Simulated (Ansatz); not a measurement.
# BBi: a single-point run

The task is a single-point run on BBi. The structure is shown as the input types it. The cell is built on a prototype (rocksalt) and needn't be the phase found in nature.

Method: density functional or hybrid calculation with the settings of its input, plane waves (as first typed), in Ansatz 0.2.0.

6 further runs of the same task are left out: 1 for a known fault of the program, 5 that didn't finish.

### 1 The system as given

The structure is cubic, space group Fm-3m (No. 225). The conventional cell has a = 5.254 Å, b = 5.254 Å, c = 5.254 Å, α = 90.00°, β = 90.00°, γ = 90.00°. B (site symmetry m-3m) is surrounded by 6 Bi at 2.63 Å. Bi (site symmetry m-3m) is surrounded by 6 B at 2.63 Å.

As a file:

```
CELL_PARAMETERS angstrom
0.00000 2.62683 2.62683
2.62683 0.00000 2.62683
2.62683 2.62683 0.00000
ATOMIC_POSITIONS crystal
B 0.00000 0.00000 0.00000
Bi 0.50000 0.50000 0.50000
```

### 2 The calculation

Contents of input.yaml:

```yaml
crystal:
  lattice:
    - [0.0, 2.6268329169, 2.6268329169]
    - [2.6268329169, 0.0, 2.6268329169]
    - [2.6268329169, 2.6268329169, 0.0]
  atoms:
    - { symbol: B, position: [0.0, 0.0, 0.0] }
    - { symbol: Bi, position: [0.5, 0.5, 0.5] }
kpoints:
  mp_grid: { grid: [6, 6, 6] }
hamiltonian:
  xc: pbe
scf:
  occupations: { method: fermi_dirac, width: 0.02 }
  n_extra_bands: 4
  convergence: { dr2_threshold: 0.01 }
  max_iter: 73
output:
  forces: true
  stress: true
  eigenvalues: true
```

Run with:

```bash
ansatz run input.yaml --threads 4 --pin off --max-ram 3686MiB --backend cpu --events-out ev --progress --plain --runs-dir out
```

Q: Will this input give a usable result? If not, why, and what should change?

The program finished normally, with warnings (force scf threshold loose, stress scf threshold loose). Its log warns: «scf.convergence.dr2_threshold = 1e-2 eV is looser than this run's default, which is 1e-7 eV or tighter. The error in the forces grows as the threshold's square root ...»

The threshold asked is loose, but the program put off the close and ended at dr2 = 5.2e-10, so little accuracy was lost here.

To check: delete scf.convergence.dr2_threshold (the default then holds).
